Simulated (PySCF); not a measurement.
# RuOH₃: relaxation and vibrations of the doublet

Where does doublet RuOH₃ go from a see-saw (ligand arrangement 1) start, is the end point a minimum, and what are its modes, charges and moments?

The runs use PySCF 2.14.0; PBE0, basis Ru def2-TZVP with ECP28, O def2-TZVP, H def2-TZVP, scalar-relativistic core potentials, no spin–orbit coupling, density fitting.

### 1 The starting structure

5 atoms, charge 0, spin multiplicity 2.

Bond lengths: Ru1–O2 1.710 Å, Ru1–H3 1.570 Å, Ru1–H4 1.570 Å, Ru1–H5 1.570 Å. Angles: O2–Ru1–H3 86.9°, O2–Ru1–H4 86.9°, O2–Ru1–H5 104.0°, H3–Ru1–H4 170.0°, H3–Ru1–H5 86.9°, H4–Ru1–H5 86.9°.

```xyz
5
charge 0 multiplicity 2
Ru    0.0000    0.0000    0.0000
O    -1.3475    0.0000    1.0528
H     0.0000    1.5640    0.1368
H     0.0000   -1.5640    0.1368
H     1.2372    0.0000    0.9666
```

### 2 First SCF at the start

The steps below are one call of a driver around PySCF. For each, scf.py gives the equivalent set-up of the SCF; relaxations use the driver's own optimiser. After this first run the driver tries any further starts and a stability analysis.

scf.py reads:

```python
from pyscf import gto, scf, dft
mol = gto.M(atom='''
Ru     0.000000     0.000000     0.000000
O     -1.347500     0.000000     1.052800
H      0.000000     1.564000     0.136800
H     -0.000000    -1.564000     0.136800
H      1.237200     0.000000     0.966600''',
    basis={'Ru': 'def2-TZVP', 'O': 'def2-TZVP', 'H': 'def2-TZVP'},
    ecp={'Ru': 'def2-TZVP'},
    charge=0, spin=1)
mf = dft.UKS(mol, xc='PBE0')
mf.grids.atom_grid = (50, 194)
aux = {'Ru': 'def2-universal-JKFIT', 'O': 'def2-universal-JKFIT', 'H': 'def2-universal-JKFIT'}
mf = mf.density_fit(auxbasis=aux)
mf.conv_tol = 1e-08
mf.diis_space = 10
mf.max_cycle = 60
mf.init_guess = 'minao'
mf.verbose = 4
mf.kernel()
```

On the command line:

```console
$ OMP_NUM_THREADS=4 python axn.py task.json out
```

What it wrote:

```text
init E= -163.794229195555
[... the frontier-level lines of each cycle are left out ...]
cycle= 1 E= -171.020733961771  delta_E= -7.23  |g|= 1.18  |ddm|= 2.91
cycle= 2 E= -166.942103685371  delta_E= 4.08  |g|= 2.71  |ddm|= 5.59
cycle= 3 E= -171.211465691234  delta_E= -4.27  |g|=  1.1  |ddm|= 5.44
cycle= 4 E= -171.563463437336  delta_E= -0.352  |g|= 0.643  |ddm|= 0.689
cycle= 5 E= -171.711044300354  delta_E= -0.148  |g|= 0.0558  |ddm|= 0.295
cycle= 6 E= -171.713589090168  delta_E= -0.00254  |g|= 0.032  |ddm|= 0.0892
cycle= 7 E= -171.71433348428  delta_E= -0.000744  |g|= 0.0161  |ddm|= 0.0315
cycle= 8 E= -171.714883316498  delta_E= -0.00055  |g|= 0.0122  |ddm|= 0.0333
cycle= 9 E= -171.715689716887  delta_E= -0.000806  |g|= 0.0108  |ddm|= 0.0524
cycle= 10 E= -171.716038768474  delta_E= -0.000349  |g|= 0.0106  |ddm|= 0.023
cycle= 11 E= -171.716383837887  delta_E= -0.000345  |g|= 0.0105  |ddm|= 0.0231
cycle= 12 E= -171.71818024252  delta_E= -0.0018  |g|= 0.0215  |ddm|= 0.218
cycle= 13 E= -171.717730290199  delta_E= 0.00045  |g|= 0.00782  |ddm|= 0.116
cycle= 14 E= -171.71835117138  delta_E= -0.000621  |g|= 0.00438  |ddm|= 0.0852
cycle= 15 E= -171.718414567798  delta_E= -6.34e-05  |g|= 0.00119  |ddm|= 0.0267
cycle= 16 E= -171.718415000776  delta_E= -4.33e-07  |g|= 0.00105  |ddm|= 0.0032
cycle= 17 E= -171.718418584842  delta_E= -3.58e-06  |g|= 0.000323  |ddm|= 0.00992
cycle= 18 E= -171.718418486082  delta_E= 9.88e-08  |g|= 0.000334  |ddm|= 0.00501
cycle= 19 E= -171.718418952937  delta_E= -4.67e-07  |g|= 0.000181  |ddm|= 0.00201
cycle= 20 E= -171.718419022608  delta_E= -6.97e-08  |g|= 3.91e-05  |ddm|= 0.00141
cycle= 21 E= -171.718419031043  delta_E= -8.44e-09  |g|= 1.92e-05  |ddm|= 0.000255
Extra cycle  E= -171.71841903132  delta_E= -2.76e-10  |g|= 4.11e-05  |ddm|= 5.73e-05
converged SCF energy = -171.71841903132  <S^2> = 1.2413138  2S+1 = 2.4423872
```

This step, with its further starts and checks, took 9.2 s on 4 threads of Arm Neoverse V2, shared host.

The starts that the driver tried:

```tsv
start	energy (Eh)
the minimal-basis guess	-171.718419
a thermally smeared density	-171.718419
a smeared PBE density	-171.718419
```

The test of internal stability and the other starts found no lower solution of this spin.

### 3 Relaxation: see-saw (ligand arrangement 1) start, doublet

The program finds Cs symmetry in the start, which this walk keeps. Threshold on the gradient: 0.0003 Eh/bohr, with a further test on the energy change.

scf.py: that of step 2 with these lines changed.

```diff
@@ -3,5 +3,5 @@
-Ru     0.000000     0.000000     0.000000
-O     -1.347500     0.000000     1.052800
-H      0.000000     1.564000     0.136800
-H     -0.000000    -1.564000     0.136800
-H      1.237200     0.000000     0.966600''',
+Ru     0.167928     0.000000    -0.149594
+O     -1.179572     0.000000     0.903206
+H      0.167928     1.564000    -0.012794
+H      0.167928    -1.564000    -0.012794
+H      1.405128     0.000000     0.817006''',
@@ -18 +17,0 @@
-mf.init_guess = 'minao'
```

The optimiser's trace:

```tsv
step	energy (Eh)	change (kJ/mol)	largest symmetric gradient (Eh/bohr)
0	-171.718419	0.00	0.10689
1	-171.754282	-94.16	0.03766
2	-171.773034	-143.39	0.06917
3	-171.781397	-165.35	0.03160
4	-171.789020	-185.36	0.02496
5	-171.799420	-212.67	0.02163
6	-171.800345	-215.10	0.00546
7	-171.800467	-215.42	0.00176
8	-171.800490	-215.48	0.00067
9	-171.800495	-215.49	0.00098
10	-171.800500	-215.50	0.00058
11	-171.800501	-215.51	0.00021
```

The walk took 16 s.

After 11 steps and 215.5 kJ/mol it ends at Cs: Ru–H 1.556 Å, Ru–H 1.595 Å (×2), Ru–O 1.635 Å; H–Ru–H 80.6° (×2), H–Ru–H 126.6°, H–Ru–O 107.1°, H–Ru–O 116.6° (×2).

### 4 Frequencies

The point is checked on the finer grid, and tightened if its gradient asks for it. The Hessian and the dipole derivatives come from central differences of analytic gradients, with steps of 0.02 bohr.

scf.py: that of step 3 with these lines changed.

```diff
@@ -3,5 +3,5 @@
-Ru     0.167928     0.000000    -0.149594
-O     -1.179572     0.000000     0.903206
-H      0.167928     1.564000    -0.012794
-H      0.167928    -1.564000    -0.012794
-H      1.405128     0.000000     0.817006''',
+Ru     0.146022     0.000000    -0.138880
+O     -1.103320     0.000000     0.915039
+H      0.722680     1.424827    -0.562579
+H      0.722680    -1.424827    -0.562579
+H      1.453809     0.000000     0.703977''',
@@ -12 +12 @@
-mf.grids.atom_grid = (50, 194)
+mf.grids.atom_grid = (75, 302)
@@ -15 +15 @@
-mf.conv_tol = 1e-08
+mf.conv_tol = 1e-10
```

The driver hands on the density of the step before, so the log starts near convergence.

SCF at the final geometry:

```text
init E= -171.800471574231
[... the frontier-level lines of each cycle are left out ...]
cycle= 1 E= -171.800471574105  delta_E= 1.25e-10  |g|= 1.95e-05  |ddm|= 1.02e-05
cycle= 2 E= -171.80047157238  delta_E= 1.73e-09  |g|= 7.24e-05  |ddm|= 3.7e-05
cycle= 3 E= -171.80047157424  delta_E= -1.86e-09  |g|= 9.34e-07  |ddm|= 2.91e-05
cycle= 4 E= -171.800471574239  delta_E= 7.96e-13  |g|= 2.15e-07  |ddm|= 6.36e-07
Extra cycle  E= -171.80047157424  delta_E= -9.66e-13  |g|= 3.65e-07  |ddm|= 4.19e-07
converged SCF energy = -171.80047157424  <S^2> = 0.75782806  2S+1 = 2.0078128
```

The whole step took 56 s.

Geometry: Cs; Ru–H 1.556 Å, Ru–H 1.594 Å (×2), Ru–O 1.635 Å; H–Ru–H 80.8° (×2), H–Ru–H 126.7°, H–Ru–O 107.0°, H–Ru–O 116.6° (×2).

Harmonic modes (main isotopes):

```json
{"symmetry": "a'", "ω (cm⁻¹)": "476", "IR (km/mol)": "9.6", "μ (u)": "1.05", "type": "bend"}
{"symmetry": "a'", "ω (cm⁻¹)": "585", "IR (km/mol)": "15.2", "μ (u)": "1.10", "type": "bend"}
{"symmetry": "a''", "ω (cm⁻¹)": "615", "IR (km/mol)": "0.6", "μ (u)": "1.16", "type": "bend"}
{"symmetry": "a''", "ω (cm⁻¹)": "723", "IR (km/mol)": "33.4", "μ (u)": "1.01", "type": "bend"}
{"symmetry": "a'", "ω (cm⁻¹)": "936", "IR (km/mol)": "4.1", "μ (u)": "1.15", "type": "bend"}
{"symmetry": "a'", "ω (cm⁻¹)": "1076", "IR (km/mol)": "125", "μ (u)": "5.66", "type": "mixed"}
{"symmetry": "a'", "ω (cm⁻¹)": "2093", "IR (km/mol)": "48.4", "μ (u)": "1.01", "type": "stretch"}
{"symmetry": "a''", "ω (cm⁻¹)": "2096", "IR (km/mol)": "72.6", "μ (u)": "1.03", "type": "stretch"}
{"symmetry": "a'", "ω (cm⁻¹)": "2230", "IR (km/mol)": "13.1", "μ (u)": "1.02", "type": "stretch"}
```

All wavenumbers are real: a minimum.

Properties at this point:

| Item | Value |
| --- | --- |
| Dipole moment | 1.85 D |
| Highest occupied level | -7.47 eV |
| Lowest empty level | -3.39 eV |
| Rotational constants | 2.687, 0.408, 0.3899 cm⁻¹ |
| Zero-point energy | 64.8 kJ/mol |
| Principal polarisabilities | 34.6, 41.0, 45.8 bohr³ |
| Atomisation energy without zero-point energy | 1272 kJ/mol |
| Principal traceless quadrupole moments about the centre of mass | -1.61, -0.41, 2.02 D Å |
| Entropy at 298.15 K and 1 bar (electronic part: spin only) | 270.5 J/(mol K) |
| Heat capacity Cp at 298.15 K | 53.9 J/(mol K) |
| Enthalpy at 298.15 K above 0 K | 11.86 kJ/mol |
| Rotational symmetry number | 1 |
| Spin squared ⟨S²⟩ | 0.758 |

Populations by atom (charges in e):

```tsv
atom	Mulliken	Löwdin	polar tensor	spin (Mulliken)	Mayer order to Ru1
Ru1	0.41	0.15	0.81	0.80	–
O2	-0.51	-0.21	-0.59	0.30	1.93
H3,4	0.01	0.01	-0.10	-0.03	0.91
H5	0.09	0.05	-0.02	-0.04	0.92
```

Outer orbital energies (eV). α occupied: -12.80, -12.62, -12.55, -11.23, -10.58, -9.19, -8.52, -7.47; empty: -2.73, -2.19, -1.58, 1.19. β occupied: -26.52, -12.39, -12.27, -11.44, -11.10, -10.15, -9.08, -8.17; empty: -3.39, -2.46, -1.96, -1.10.

Mulliken populations on Ru1 (outside its core potential): s 2.59, p 6.49, d 6.48, f 0.02.

### 5 Summary of results

| quantity | value |
| --- | --- |
| minimum | doublet, Cs |
| geometry | Ru–H 1.556 Å, Ru–H 1.594 Å (×2), Ru–O 1.635 Å; H–Ru–H 80.8° (×2), H–Ru–H 126.7°, H–Ru–O 107.0°, H–Ru–O 116.6° (×2) |
| wavenumbers (cm⁻¹) | 476 (a'), 585 (a'), 615 (a''), 723 (a''), 936 (a'), 1076 (a'), 2093 (a'), 2096 (a''), 2230 (a') |
| dipole moment | 1.85 D |
| highest occupied, lowest empty level (either spin) | -7.47, -3.39 eV |
| polar-tensor charge of Ru1 | +0.81 e |
| zero-point energy | 64.8 kJ/mol |
| entropy at 298.15 K | 270.5 J/(mol K) |
| atomisation energy (no zero-point energy) | 1272 kJ/mol |
| ⟨S²⟩ | 0.758 |

What this shows: The see-saw (ligand arrangement 1) start keeps its Cs symmetry and ends in a minimum. The strongest infrared band lies at 1076 cm⁻¹ (a', mixed). Most of the spin sits on Ru1 (Mulliken spin 0.80, against 1 for the whole molecule). Only this shape and spin were tried, so other structures or states may lie lower. Open d and f shells are described by one determinant, and the ground state may have another occupation or spin.

The search up to here took 81 s.
